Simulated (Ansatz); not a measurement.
# C2Cl3F3: taking an electron away

Aim: the vertical ionisation energy of C2Cl3F3, as cation minus neutral at the neutral's geometry, on several levels, and how well −ε(HOMO) stands in for it.

Method: unrestricted cation, the program's frozen cores in correlated methods; program: Ansatz 0.2.0, Gaussian basis.

The runs, in order: UKS PBE-D4/def2-TZVPP; UKS r2SCAN-D4/def2-TZVPP; UKS PBE0-D4/def2-TZVPP; UKS B3LYP-D4/def2-TZVPP; UKS wB97X-V/def2-TZVPP; UKS wB97M-V/def2-TZVPP; UKS B2PLYP/def2-TZVPP; UHF-CCSD(T)/def2-TZVPP; UHF-MP2/def2-QZVPP; extrapolation to the limit; then −ε(HOMO) from the neutral's earlier runs with LDA (SPW92), PBE-D4, revPBE-D4, BLYP-D4, r2SCAN-D4, B97M-V, PBE0-D4, B3LYP-D4, r2SCANh-D4, r2SCAN0-D4, HSE06-D4, BHLYP-D4, CAM-B3LYP-D4, LC-ωPBE, ωB97X-V, ωB97M-V.

## (1) Structure used throughout

An earlier PBE0-D4/def2-TZVP relaxation fixed the geometry.

SMILES `FC(F)(Cl)C(F)(Cl)Cl`, 8 atoms, charge 0, spin multiplicity 1.

Atoms are counted from 1 here; the program's logs count them from 0.

Bond lengths: F1–C2 1.328 Å, C2–F3 1.331 Å, C2–Cl4 1.757 Å, C2–C5 1.560 Å, C5–F6 1.337 Å, C5–Cl7 1.759 Å, C5–Cl8 1.753 Å. Angles: F1–C2–F3 108.4°, F1–C2–Cl4 109.9°, F1–C2–C5 109.8°, F3–C2–Cl4 109.0°, F3–C2–C5 108.6°, Cl4–C2–C5 111.1°, C2–C5–F6 108.0°, C2–C5–Cl7 108.8°, C2–C5–Cl8 110.6°, F6–C5–Cl7 109.0°, F6–C5–Cl8 109.6°, Cl7–C5–Cl8 110.7°.

## (2) Cation, UKS PBE-D4/def2-TZVPP

Input file in.yaml:

```yaml
crystal:
  periodic: [false, false, false]
  atoms:
    - {symbol: F, position_ang: [-1.135279, -0.958843, 0.924977]}
    - {symbol: C, position_ang: [-0.355804, 0.092903, 0.701641]}
    - {symbol: F, position_ang: [0.539089, 0.170336, 1.684277]}
    - {symbol: Cl, position_ang: [-1.322217, 1.560276, 0.690262]}
    - {symbol: C, position_ang: [0.403171, -0.089864, -0.648431]}
    - {symbol: F, position_ang: [1.176619, 0.983863, -0.837169]}
    - {symbol: Cl, position_ang: [1.423903, -1.518407, -0.537529]}
    - {symbol: Cl, position_ang: [-0.729472, -0.240265, -1.978027]}
basis:
  gaussian: {orbitals: def2-TZVPP}
total_charge: 1
magnetization: {spin_polarized: true, initial_magnetization: 1}
hamiltonian: {xc: pbe, dispersion: d4}
```

Run with:

```sh
$ ansatz run in.yaml --threads 2 --pin off --events-out ev --progress --plain --max-ram 32768MiB --backend cuda --devices 0, --max-vram 18GiB
```

After this run come: Cation, UKS r2SCAN-D4/def2-TZVPP; Cation, UKS PBE0-D4/def2-TZVPP; Cation, UKS B3LYP-D4/def2-TZVPP; Cation, UKS wB97X-V/def2-TZVPP; Cation, UKS wB97M-V/def2-TZVPP; Cation, UKS B2PLYP (frozen core)/def2-TZVPP; Cation, UHF-CCSD(T)/def2-TZVPP; Cation, UHF-MP2/def2-QZVPP.

**Question.** What will the summary of the whole plan be? Wanted: ionisation energy, CCSD(T)/CBS; nearest functional by difference; nearest −ε(HOMO); −ε(HOMO) of PBE; T1 of the cation.

As calculated:

| quantity | value |
| --- | --- |
| ionisation energy, CCSD(T)/CBS | 12.10 eV |
| nearest functional by difference | ωB97X-V (-0.18 eV) |
| nearest −ε(HOMO) | LC-ωPBE (+0.07 eV) |
| −ε(HOMO) of PBE | 7.82 eV |
| T1 of the cation | 0.044 |

**Reading.** Energy differences with functionals land within 1.33 eV of the reference. The PBE orbital energy is 4.3 eV too small: a semilocal HOMO is no ionisation energy. Among orbital estimates LC-ωPBE comes nearest. Hartree-Fock falls 0.72 eV short, as the neutral has more correlation energy than the cation. The cation's T1 (from the report) is 0.044, near the customary mark of 0.045 for open shells, so the coupled-cluster value is less safe.
